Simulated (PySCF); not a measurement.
# C2H7FSi2: the cost of one run

Programs: PySCF 2.14.0, with density-fitted response routines of our own. Each step states its level of theory. These are calculated values for one molecule in the gas phase, unless marked as measured. Atoms are numbered from 0 throughout.

## (1) Starting geometry

12 atoms, charge 0, multiplicity 1; geometry from: GFN2-xTB. The atoms were then displaced at random by about 0.01 Å, so the start is not that level's minimum.

Bonds of the start (Å): F0–Si1 1.64, Si1–C2 1.89, C2–C3 1.30, C3–Si4 1.92, Si1–H5 1.45, Si1–H6 1.47, C2–H7 1.07, C3–H8 1.09, Si4–H9 1.45, Si4–H10 1.46, Si4–H11 1.48.

## (2) Optimising the geometry at PBE0-D3(BJ)/def2-SVP

What the job is given:

```
{"job": {"xc": "PBE0", "basis": "def2-SVP", "d3": "d3bj", "grid": 1, "shake": 0.01, "kind": "geom"}, "charge": 0, "multiplicity": 1}
F      2.640960    -0.698990     1.001710
Si     2.277450     0.367740    -0.185190
C      0.398270     0.392550    -0.400410
C     -0.404320    -0.333990     0.318990
Si    -2.311850    -0.332950     0.114720
H      2.971440    -0.152300    -1.352890
H      2.823400     1.641560     0.290840
H      0.031820     1.059740    -1.157630
H     -0.030350    -0.988340     1.101100
H     -2.676030     0.610520    -0.928070
H     -2.767600    -1.680840    -0.211590
H     -2.913500     0.087030     1.399410
```

Started as:

```bash
OMP_NUM_THREADS=1 python probes_run.py task.json out
```

One launch serves the whole session: the jobs run in the order shown.

Q: Estimate the wall time and peak memory of this first job on 1 thread of Intel Xeon Platinum 8259CL at 2.50GHz, shared host.

About 35 s, with a peak of 0.47 GiB.
